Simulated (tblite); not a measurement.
# C6H10O3Si: the cost of one run

Computed with tblite 0.8.0 and PySCF 2.14.0, with density-fitted response routines of our own, on a single molecule in the gas phase. Atoms are numbered from 0 throughout.

**1. Starting geometry**

20 atoms, charge 0, multiplicity 1; geometry from: force field or distance geometry start.

Bonds of the start (Å): C0–O1 1.37, O1–Si2 1.72, Si2–C3 1.85, C3–C4 1.50, C4–C5 1.30, C5–O6 1.25, C4–C7 1.47, C7–C8 1.50, C7–O9 1.26, C0–H10 1.12, C0–H11 1.12, C0–H12 1.11, Si2–H13 1.49, Si2–H14 1.47, C3–H15 1.10, C3–H16 1.10, C8–H17 1.11, C8–H18 1.11, C8–H19 1.10.

**2. Geometry optimisation with GFN2-xTB**

Job settings and geometry (Å):

```
{"job": {"kind": "relax", "xc": "GFN2-xTB", "basis": "xTB"}, "charge": 0, "multiplicity": 1}
C     -3.858400    -0.446100     0.005300
O     -2.585300    -0.958900    -0.046200
Si    -1.353900     0.230800    -0.172800
C      0.146200    -0.535900    -0.931500
C      1.281700    -0.683500     0.036600
C      1.733900    -1.879200     0.272000
O      2.162200    -3.026400     0.515500
C      1.912600     0.460700     0.701700
C      3.358700     0.690500     0.358700
O      1.281600     1.197300     1.512100
H     -4.462700    -0.863100    -0.838200
H     -4.344600    -0.784700     0.957500
H     -3.912300     0.662500    -0.049900
H     -1.836000     1.281200    -1.111900
H     -1.099000     0.932300     1.093000
H      0.556600     0.048500    -1.762200
H     -0.141100    -1.517000    -1.350600
H      3.404300     1.615400    -0.253600
H      3.955500     0.916700     1.272100
H      3.794900    -0.149900    -0.210700
```

Command:

```
$ OMP_NUM_THREADS=1 python probes_run.py task.json out
```

The driver reads the jobs from task.json and runs them one after another.

**Question.** How long does this first job take on 1 thread of Arm Neoverse N1, shared host?

About 2.7 s.
